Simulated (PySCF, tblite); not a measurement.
**C₆H₉NSi: dynamics, then NMR shifts on frames**

Aim: move C₆H₉NSi (`C=Cc1cccn1[SiH3]`) away from its starting geometry and see how NMR shifts follow the geometry.

Computed with tblite 0.8.0 and PySCF 2.14.0, with density-fitted response routines of our own, on a single molecule in the gas phase. Atoms are numbered from 0 throughout.

### Step 1. Starting geometry

17 atoms, charge 0, multiplicity 1; geometry from: GFN2-xTB.

Bonds of the start (Å): C0–C1 1.33, C1–C2 1.44, C2–C3 1.38, C3–C4 1.41, C4–C5 1.36, C5–N6 1.37, N6–Si7 1.75, N6–C2 1.38, C0–H8 1.08, C0–H9 1.08, C1–H10 1.08, C3–H11 1.07, C4–H12 1.07, C5–H13 1.07, Si7–H14 1.46, Si7–H15 1.46, Si7–H16 1.46.

### Step 2. Thermal motion with GFN2-xTB

The job: settings as JSON, then the geometry in Å.

```
{"job": {"kind": "md", "xc": "GFN2-xTB", "basis": "xTB", "temperature": 400, "steps": 2000, "every": 50, "frames": 5}, "charge": 0, "multiplicity": 1}
C      2.670118    -0.696467    -0.439020
C      1.599550     0.067477    -0.236831
C      0.255203    -0.414489    -0.069574
C     -0.229647    -1.703808    -0.083007
C     -1.619923    -1.635582     0.123416
C     -1.935024    -0.315256     0.255600
N     -0.804683     0.446566     0.140983
Si    -0.759691     2.191880     0.265738
H      3.651217    -0.271254    -0.556980
H      2.602218    -1.768925    -0.492191
H      1.714273     1.143989    -0.189305
H      0.344938    -2.598022    -0.223895
H     -2.300473    -2.463321     0.169435
H     -2.888085     0.147220     0.423004
H      0.095798     2.558163     1.395145
H     -0.257141     2.740227    -0.994498
H     -2.145646     2.583633     0.502068
```

With the program's defaults for keys left out, this is: GFN2-xTB Langevin dynamics, gas phase.

On the command line:

```console
$ OMP_NUM_THREADS=1 python probes_run.py task.json out
```

This one command runs all jobs of the session in turn.

What it wrote:

```text
t/fs     T/K      E/eV
    0.0   345.3   -600.98516
   25.0   224.3   -600.60893
   50.0   288.4   -600.37521
   75.0   353.0   -600.46037
  100.0   238.9   -600.26683
  125.0   462.4   -600.39799
  150.0   373.6   -600.24341
  175.0   470.1   -600.33649
  200.0   316.9   -600.09173
  225.0   343.1   -600.28581
  250.0   400.2   -600.25391
  275.0   506.8   -600.43408
  300.0   302.3   -599.95903
  325.0   393.4   -600.12957
  350.0   465.1   -600.41940
  375.0   432.5   -600.33967
  400.0   314.2   -600.22719
  425.0   297.8   -600.32252
  450.0   285.7   -600.30214
  475.0   298.9   -600.29756
  500.0   335.5   -600.22659
  525.0   402.8   -600.40194
  550.0   354.4   -600.19911
  575.0   252.4   -600.25444
  600.0   389.6   -600.35787
  625.0   375.3   -600.38017
  650.0   306.2   -600.28930
  675.0   434.1   -600.33389
  700.0   285.7   -599.97346
  725.0   415.4   -600.22035
  750.0   474.5   -600.21396
  775.0   330.3   -600.17722
  800.0   385.7   -600.30889
  825.0   396.8   -600.27454
  850.0   382.6   -600.34365
  875.0   384.3   -600.29946
  900.0   402.4   -600.36831
  925.0   495.4   -600.53084
  950.0   319.2   -600.26175
  975.0   404.5   -600.33841
 1000.0   350.3   -600.25081
```

Wall time 12 s (1 thread of Arm Neoverse V2, shared host); peak memory 0.19 GiB.

Distance from the start (root mean square after alignment): 0 fs 0.00 Å, 200 fs 0.40 Å, 400 fs 0.29 Å, 600 fs 0.48 Å, 800 fs 0.28 Å, 1000 fs 0.23 Å.

Positions (Å) and forces (eV/Å) at 1000 fs:

```xyz
17

C     1.595   -0.252    1.569   -2.345    1.533   -0.680
C     0.481    0.481    1.295    2.521   -0.452    0.346
C    -0.757   -0.039    0.862    1.152    1.020    0.120
C    -1.079   -1.230    0.306    0.866   -2.161   -1.209
C    -2.417   -1.109   -0.088   -1.157    0.471   -0.490
C    -2.816    0.153    0.274   -2.213    0.225   -0.847
N    -1.788    0.849    0.769    0.013    0.730    0.764
Si   -1.758    2.601    0.932    1.304    0.099   -0.068
H     2.533    0.132    1.824    0.793    0.544    0.278
H     1.488   -1.278    1.443    0.130   -1.533    0.090
H     0.498    1.561    1.270    0.279    0.112    0.379
H    -0.328   -2.052    0.040   -1.490    1.226    0.701
H    -3.091   -1.657   -0.725    0.404   -0.735    0.375
H    -3.830    0.634    0.187    1.294   -0.694   -0.064
H    -1.293    2.957    2.278   -0.029   -0.067   -0.133
H    -0.999    3.356   -0.140   -0.103   -0.620    0.525
H    -3.088    2.968    0.689   -1.417    0.303   -0.087
```

### Step 3. NMR shieldings: 250 fs, PBE0/pcSseg-1

The job: settings as JSON, then the geometry in Å.

```
{"job": {"kind": "nmr", "xc": "PBE0", "basis": "pcSseg-1", "pop": false}, "charge": 0, "multiplicity": 1}
C      2.239600    -0.973800    -0.546600
C      1.268900    -0.184200    -0.217000
C     -0.163200    -0.530000    -0.053700
C     -0.783700    -1.760600     0.114100
C     -2.094100    -1.552500     0.371100
C     -2.242200    -0.210600     0.429900
N     -1.071400     0.480000     0.175800
Si    -0.818200     2.258000     0.245400
H      3.194700    -0.571000    -0.605500
H      2.130900    -2.000000    -0.699600
H      1.497700     0.929500    -0.055800
H     -0.278800    -2.702400     0.218300
H     -2.924800    -2.237500     0.504500
H     -3.306300     0.325300     0.510800
H      0.052000     2.539600     1.347900
H     -0.368800     2.810100    -1.050300
H     -2.220700     2.647300     0.548700
```

With the program's defaults for keys left out, this is: GIAO PBE0/pcSseg-1 NMR shielding, non-relativistic, gas phase.

What it wrote:

```text
coarse grid: 14784 points
cycle   1  E = -577.6256900534  dE =  1.348e+00  |g| = 4.881e-01  |ddm| = 3.958e+00
cycle   2  E = -577.5885577712  dE =  3.713e-02  |g| = 6.195e-01  |ddm| = 1.170e+00
cycle   3  E = -577.6861200279  dE = -9.756e-02  |g| = 1.326e-01  |ddm| = 7.338e-01
cycle   4  E = -577.6902377309  dE = -4.118e-03  |g| = 3.637e-02  |ddm| = 1.538e-01
cycle   5  E = -577.6905187259  dE = -2.810e-04  |g| = 1.029e-02  |ddm| = 3.627e-02
cycle   6  E = -577.6905407545  dE = -2.203e-05  |g| = 3.124e-03  |ddm| = 1.116e-02
cycle   7  E = -577.6905429306  dE = -2.176e-06  |g| = 5.047e-04  |ddm| = 2.674e-03
final grid: 138520 points
cycle   8  E = -577.7363893129  dE = -3.075e-05  |g| = 6.641e-03  |ddm| = 3.759e-02
cycle   9  E = -577.7363858928  dE =  3.420e-06  |g| = 7.732e-03  |ddm| = 1.411e-02
cycle  10  E = -577.7364006346  dE = -1.474e-05  |g| = 1.152e-03  |ddm| = 7.794e-03
cycle  11  E = -577.7364009151  dE = -2.806e-07  |g| = 3.199e-04  |ddm| = 1.160e-03
cycle  12  E = -577.7364009383  dE = -2.317e-08  |g| = 9.300e-05  |ddm| = 4.027e-04
cycle  13  E = -577.7364009403  dE = -2.040e-09  |g| = 3.209e-05  |ddm| = 1.292e-04
cycle  14  E = -577.7364009406  dE = -2.467e-10  |g| = 1.118e-05  |ddm| = 3.814e-05
converged SCF energy = -577.7364009406

GIAO shielding tensors (ppm)
atom      isotropic    diamagn.    paramagn.     s11        s22        s33       span
  0 C       80.896     252.842    -171.947    -23.862     91.599    174.950    198.811
  1 C       48.874     258.933    -210.059    -60.388     70.363    136.648    197.036
  2 C       43.847     252.776    -208.929    -21.001     30.586    121.956    142.958
  3 C       76.894     255.555    -178.662      4.300     59.655    166.726    162.427
  4 C       72.242     259.386    -187.144    -18.501     69.559    165.666    184.167
  5 C       48.850     249.129    -200.279    -25.012     64.550    107.014    132.026
  6 N       91.951     332.697    -240.747      2.160     80.768    192.924    190.764
  7 Si     399.417     879.966    -480.549    372.820    379.138    446.292     73.471
  8 H       27.415      30.452      -3.037     24.803     25.536     31.907      7.105
  9 H       26.645      33.286      -6.641     24.061     24.967     30.908      6.847
 10 H       24.431      32.670      -8.239     20.359     23.347     29.588      9.229
 11 H       25.022      33.868      -8.845     21.600     26.454     27.013      5.412
 12 H       24.989      31.064      -6.075     22.646     25.281     27.039      4.393
 13 H       23.563      26.813      -3.250     19.196     25.017     26.476      7.280
 14 H       26.897      29.968      -3.070     23.295     25.330     32.068      8.773
 15 H       26.291      28.959      -2.669     22.917     24.653     31.303      8.386
 16 H       26.408      28.637      -2.228     22.145     26.249     30.830      8.685
```

Run time: 30 s. Hardware: 1 thread of Arm Neoverse V2, shared host; peak memory 0.92 GiB.

Shifts follow as δ = σ(reference) − σ, with reference shieldings (ppm) from runs at the same level and on the same kind of geometry: ¹H TMS 31.72, ¹³C TMS 186.9, ²⁹Si TMS 349.2, ¹⁵N NH3 267.7. The references are single molecules in the gas phase, so shifts against H2O, NH3, PH3, H3PO4 or CFCl3 are not on the usual liquid scales and can be off by tens of ppm. Each atom is listed at this fixed geometry, with no averaging over motion; a spectrum would average atoms that exchange fast.

```
atoms                                          environment  σ (ppm)  δ (ppm)
   C2  substituted aromatic carbon next to a ring nitrogen     43.8    143.1
   C5                  aromatic CH next to a ring nitrogen     48.9    138.1
   C1                                            alkene CH     48.9    138.1
   C4                                          aromatic CH     72.2    114.7
   C3                                          aromatic CH     76.9    110.0
   C0                                 terminal =CH2 carbon     80.9    106.0
  H13   hydrogen on an aromatic CH next to a ring nitrogen    23.56     8.15
  H10                             hydrogen on an alkene CH    24.43     7.29
  H12                           hydrogen on an aromatic CH    24.99     6.73
  H11                           hydrogen on an aromatic CH    25.02     6.69
  H15                    hydrogen on a silicon bonded to N    26.29     5.43
  H16                    hydrogen on a silicon bonded to N    26.41     5.31
   H9                   hydrogen on a terminal =CH2 carbon    26.65     5.07
  H14                    hydrogen on a silicon bonded to N    26.90     4.82
   H8                   hydrogen on a terminal =CH2 carbon    27.42     4.30
   N6                           pyrrole-type ring nitrogen     92.0    175.8
  Si7                             silicon bonded to N, 3 H    399.4    -50.3
```

Ring of atoms C2, C3, C4, C5, N6: NICS(0) -11.7, NICS(1) -10.3, NICS(1)zz -26.8 ppm (means of both faces).

The fields below are evaluated on a grid from the run's orbitals.

Frontier orbitals at PBE0/pcSseg-1, with the share of their density that lies nearest to each atom:

```
orbital  energy (eV)                                                     lies on
   HOMO        -5.67      C2, C5 about 24 % each; C0, C3 about 14 % each; C4 7 %
   LUMO        -0.43  C0, C1 about 17 % each; C2, C3, C5 about 10 % each; N6 8 %
```

ELF in a plane through or near 15 of the atoms.

Values, 10 rows by 14 columns:
```
0.00 0.00 0.00 0.00 0.00 0.00 0.00 0.00 0.00 0.00 0.00 0.00 0.00 0.00
0.00 0.00 0.00 0.00 0.00 0.00 0.00 0.00 0.17 0.06 0.00 0.00 0.00 0.00
0.00 0.00 0.00 0.00 0.02 0.83 0.34 0.16 1.00 0.99 0.04 0.00 0.00 0.00
0.00 0.00 0.00 0.06 0.01 0.97 0.69 0.91 0.32 0.29 0.18 0.12 0.00 0.00
0.00 0.00 0.40 1.00 0.71 0.04 0.78 0.27 0.43 0.26 1.00 0.98 0.00 0.00
0.00 0.00 0.25 0.61 0.45 0.23 0.87 0.79 0.28 0.13 0.03 0.01 0.00 0.00
0.00 0.00 0.96 0.99 0.11 0.97 0.93 0.21 0.32 0.23 1.00 1.00 0.02 0.00
0.00 0.00 0.00 0.01 0.01 0.84 0.18 0.34 0.19 0.20 0.90 0.82 0.00 0.00
0.00 0.00 0.00 0.00 0.00 0.00 0.00 0.02 0.04 0.01 0.00 0.00 0.00 0.00
0.00 0.00 0.00 0.00 0.00 0.00 0.00 0.00 0.00 0.00 0.00 0.00 0.00 0.00
```
The map spans 12.2 Å across and 11.4 Å up, centred on the molecule. Atoms in the plane (x, y in Å): C0 (-2.8, -0.3), C1 (-1.5, -0.6), C2 (-0.4, 0.4), C3 (-0.3, 1.7), C4 (1.0, 2.1), C5 (1.7, 1.0), N6 (0.9, -0.2), Si7 (1.4, -1.9), H8 (-3.5, -1.1), H9 (-3.2, 0.7), H10 (-1.2, -1.7), H11 (-1.2, 2.4), H12 (1.4, 3.1), H13 (2.9, 0.9), H16 (2.9, -1.6).

log10 of the density (e/Å³) in the same plane.

Values, 10 rows by 14 columns:
```
-4.0 -4.0 -4.0 -4.0 -4.0 -4.0 -4.0 -4.0 -4.0 -4.0 -4.0 -4.0 -4.0 -4.0
-4.0 -4.0 -4.0 -4.0 -4.0 -3.7 -3.5 -2.9 -2.4 -2.6 -3.5 -4.0 -4.0 -4.0
-4.0 -4.0 -4.0 -4.0 -2.8 -1.6 -1.4 -1.2 -0.2 -0.8 -2.4 -3.9 -4.0 -4.0
-4.0 -4.0 -3.1 -2.3 -1.9 -0.5  0.3  0.3  1.5 -0.5 -1.4 -2.3 -3.8 -4.0
-4.0 -3.4 -1.8 -0.2 -0.7 -1.1  0.2 -0.2  0.2  0.3  0.1 -1.3 -3.3 -4.0
-4.0 -2.9 -1.4  0.1  0.6  0.9  0.1  0.3  0.6 -0.7 -1.4 -2.0 -3.3 -4.0
-4.0 -3.0 -1.4 -0.3 -0.8  0.0 -0.4 -0.8  0.5 -0.2  0.2 -1.2 -2.8 -4.0
-4.0 -4.0 -3.1 -2.6 -2.4 -1.5 -1.6 -1.0 -0.4 -0.7 -1.0 -1.9 -3.1 -4.0
-4.0 -4.0 -4.0 -4.0 -4.0 -3.8 -3.1 -2.4 -2.1 -2.4 -2.9 -3.4 -4.0 -4.0
-4.0 -4.0 -4.0 -4.0 -4.0 -4.0 -4.0 -3.9 -3.8 -4.0 -4.0 -4.0 -4.0 -4.0
```
The map spans 12.2 Å across and 11.4 Å up, centred on the molecule. Atoms in the plane (x, y in Å): C0 (-2.8, -0.3), C1 (-1.5, -0.6), C2 (-0.4, 0.4), C3 (-0.3, 1.7), C4 (1.0, 2.1), C5 (1.7, 1.0), N6 (0.9, -0.2), Si7 (1.4, -1.9), H8 (-3.5, -1.1), H9 (-3.2, 0.7), H10 (-1.2, -1.7), H11 (-1.2, 2.4), H12 (1.4, 3.1), H13 (2.9, 0.9), H16 (2.9, -1.6).

On the surface of density 0.002 e/bohr³ the electrostatic potential runs, from the 1st to the 99th percentile, from -0.99 V near C3 to 1.55 V near H15.

### Step 4. Nuclear shieldings: 425 fs, PBE0/pcSseg-1

The job: settings as JSON, then the geometry in Å.

```
{"job": {"kind": "nmr", "xc": "PBE0", "basis": "pcSseg-1", "pop": false}, "charge": 0, "multiplicity": 1}
C      2.162900    -0.892500    -0.116300
C      1.114900    -0.057200    -0.369300
C     -0.181800    -0.371000     0.103100
C     -0.814100    -1.577400     0.127300
C     -2.178200    -1.380600     0.503000
C     -2.300800    -0.044100     0.770500
N     -1.117700     0.561000     0.609600
Si    -0.927100     2.291300     0.282600
H      3.127900    -0.679200    -0.466700
H      1.952300    -1.758200     0.407400
H      1.229000     0.888600    -0.927900
H     -0.251400    -2.442100    -0.268400
H     -3.093900    -1.979900     0.533300
H     -3.148700     0.458200     1.256900
H      0.265800     2.694000     1.012500
H     -0.987100     2.408600    -1.222800
H     -2.076400     2.890600     0.878500
```

With the program's defaults for keys left out, this is: GIAO PBE0/pcSseg-1 NMR shielding, non-relativistic, gas phase.

What it wrote:

```text
coarse grid: 14784 points
cycle   1  E = -577.6437414622  dE =  1.313e+00  |g| = 4.188e-01  |ddm| = 3.907e+00
cycle   2  E = -577.6282870639  dE =  1.545e-02  |g| = 4.919e-01  |ddm| = 9.745e-01
cycle   3  E = -577.6901149792  dE = -6.183e-02  |g| = 1.020e-01  |ddm| = 5.674e-01
cycle   4  E = -577.6924366388  dE = -2.322e-03  |g| = 3.986e-02  |ddm| = 1.304e-01
cycle   5  E = -577.6927910723  dE = -3.544e-04  |g| = 1.171e-02  |ddm| = 4.129e-02
cycle   6  E = -577.6928195687  dE = -2.850e-05  |g| = 3.069e-03  |ddm| = 1.190e-02
cycle   7  E = -577.6928216903  dE = -2.122e-06  |g| = 6.033e-04  |ddm| = 2.744e-03
final grid: 138520 points
cycle   8  E = -577.7384113843  dE = -3.770e-05  |g| = 7.108e-03  |ddm| = 4.108e-02
cycle   9  E = -577.7384094135  dE =  1.971e-06  |g| = 7.791e-03  |ddm| = 1.441e-02
cycle  10  E = -577.7384244736  dE = -1.506e-05  |g| = 1.040e-03  |ddm| = 7.739e-03
cycle  11  E = -577.7384246815  dE = -2.078e-07  |g| = 3.231e-04  |ddm| = 9.747e-04
cycle  12  E = -577.7384247018  dE = -2.028e-08  |g| = 1.076e-04  |ddm| = 3.510e-04
cycle  13  E = -577.7384247045  dE = -2.753e-09  |g| = 3.409e-05  |ddm| = 1.354e-04
cycle  14  E = -577.7384247048  dE = -2.694e-10  |g| = 9.138e-06  |ddm| = 3.466e-05
converged SCF energy = -577.7384247048

GIAO shielding tensors (ppm)
atom      isotropic    diamagn.    paramagn.     s11        s22        s33       span
  0 C       62.841     255.039    -192.198    -51.048     71.612    167.960    219.008
  1 C       44.399     256.996    -212.597    -79.614     56.481    156.328    235.942
  2 C       38.126     256.401    -218.275    -38.308     31.773    120.914    159.222
  3 C       66.292     255.158    -188.866     -4.512     52.430    150.956    155.468
  4 C       68.633     256.693    -188.061    -15.173     65.887    155.185    170.358
  5 C       52.169     253.830    -201.661    -41.945     68.494    129.959    171.903
  6 N      102.372     333.273    -230.901     22.180     86.255    198.680    176.500
  7 Si     399.663     880.902    -481.239    365.098    390.056    443.835     78.737
  8 H       26.460      30.816      -4.357     23.010     25.706     30.663      7.653
  9 H       26.052      34.260      -8.208     21.379     24.983     31.795     10.416
 10 H       24.230      32.273      -8.044     21.598     22.420     28.671      7.073
 11 H       24.533      32.878      -8.345     21.193     25.120     27.285      6.093
 12 H       24.808      30.016      -5.208     22.250     24.567     27.608      5.358
 13 H       24.443      29.972      -5.529     21.041     25.772     26.516      5.475
 14 H       26.497      29.960      -3.463     22.714     25.645     31.131      8.417
 15 H       26.195      29.063      -2.868     22.692     24.271     31.620      8.928
 16 H       27.281      30.083      -2.803     23.257     26.568     32.018      8.761
```

Run time: 22 s. Hardware: 1 thread of Arm Neoverse V2, shared host; peak memory 0.85 GiB.

In short: δ C2 148.8, C1 142.5, C5 134.8, C0 124.1, H10 7.49, H13 7.27 ppm.

### Step 5. NMR shieldings: 625 fs, PBE0/pcSseg-1

The job: settings as JSON, then the geometry in Å.

```
{"job": {"kind": "nmr", "xc": "PBE0", "basis": "pcSseg-1", "pop": false}, "charge": 0, "multiplicity": 1}
C      1.929400    -0.770700     0.242400
C      1.028200    -0.058400     0.824400
C     -0.372300    -0.281700     0.538600
C     -0.890700    -1.490200     0.260900
C     -2.295200    -1.313600    -0.061200
C     -2.494200     0.039800    -0.035500
N     -1.354000     0.679900     0.352500
Si    -1.066700     2.446300     0.204900
H      3.004500    -0.681300     0.462400
H      1.621200    -1.578000    -0.478500
H      1.238400     0.689300     1.618400
H     -0.388500    -2.438200     0.386400
H     -3.022800    -2.101000    -0.363100
H     -3.403900     0.655600    -0.187700
H      0.135100     2.892100     1.001100
H     -0.986000     2.790200    -1.210700
H     -2.339500     3.199800     0.776700
```

Level: GIAO PBE0/pcSseg-1 NMR shielding, non-relativistic, gas phase.

What it wrote:

```text
coarse grid: 14784 points
cycle   1  E = -577.6459620840  dE =  1.228e+00  |g| = 4.425e-01  |ddm| = 3.880e+00
cycle   2  E = -577.6232066662  dE =  2.276e-02  |g| = 5.340e-01  |ddm| = 1.055e+00
cycle   3  E = -577.6968574066  dE = -7.365e-02  |g| = 1.111e-01  |ddm| = 6.349e-01
cycle   4  E = -577.6996146949  dE = -2.757e-03  |g| = 3.970e-02  |ddm| = 1.339e-01
cycle   5  E = -577.6999654634  dE = -3.508e-04  |g| = 1.011e-02  |ddm| = 4.024e-02
cycle   6  E = -577.6999863922  dE = -2.093e-05  |g| = 3.295e-03  |ddm| = 1.191e-02
cycle   7  E = -577.6999888185  dE = -2.426e-06  |g| = 6.650e-04  |ddm| = 2.915e-03
final grid: 138520 points
cycle   8  E = -577.7462901002  dE = -3.328e-05  |g| = 7.131e-03  |ddm| = 3.849e-02
cycle   9  E = -577.7462854139  dE =  4.686e-06  |g| = 8.544e-03  |ddm| = 1.551e-02
cycle  10  E = -577.7463031585  dE = -1.774e-05  |g| = 1.242e-03  |ddm| = 8.591e-03
cycle  11  E = -577.7463034750  dE = -3.166e-07  |g| = 3.587e-04  |ddm| = 1.183e-03
cycle  12  E = -577.7463035024  dE = -2.733e-08  |g| = 1.106e-04  |ddm| = 4.152e-04
cycle  13  E = -577.7463035053  dE = -2.975e-09  |g| = 3.379e-05  |ddm| = 1.416e-04
cycle  14  E = -577.7463035056  dE = -2.589e-10  |g| = 1.120e-05  |ddm| = 3.914e-05
converged SCF energy = -577.7463035056

GIAO shielding tensors (ppm)
atom      isotropic    diamagn.    paramagn.     s11        s22        s33       span
  0 C       64.419     256.978    -192.559    -31.428     69.207    155.478    186.906
  1 C       55.925     256.554    -200.629    -51.589     61.851    157.513    209.102
  2 C       43.010     256.737    -213.726    -35.276     38.090    126.217    161.493
  3 C       66.956     254.711    -187.755    -10.407     60.537    150.737    161.144
  4 C       64.529     258.274    -193.745    -16.804     56.033    154.359    171.163
  5 C       56.246     250.819    -194.573    -24.394     63.299    129.833    154.227
  6 N      108.512     334.639    -226.127     24.700    108.602    192.234    167.534
  7 Si     401.252     879.029    -477.777    368.286    383.717    451.752     83.466
  8 H       26.052      29.139      -3.087     24.062     24.287     29.808      5.747
  9 H       25.091      32.071      -6.981     21.939     23.576     29.757      7.818
 10 H       24.519      31.159      -6.639     21.614     24.250     27.694      6.079
 11 H       24.938      33.410      -8.473     21.982     25.496     27.334      5.352
 12 H       24.402      29.875      -5.472     22.023     24.748     26.436      4.414
 13 H       24.458      28.725      -4.267     20.402     25.881     27.091      6.689
 14 H       25.766      28.569      -2.803     21.551     25.983     29.764      8.213
 15 H       26.707      29.287      -2.579     23.507     24.271     32.345      8.838
 16 H       25.246      26.508      -1.262     21.975     23.955     29.808      7.834
```

It took 20 s on 1 thread of Arm Neoverse V2, shared host; peak memory 0.85 GiB.

Key values: δ C2 143.9, C1 131.0, C5 130.7, C0 122.5, H12 7.31, H13 7.26 ppm.

[end of part 1 of 2]
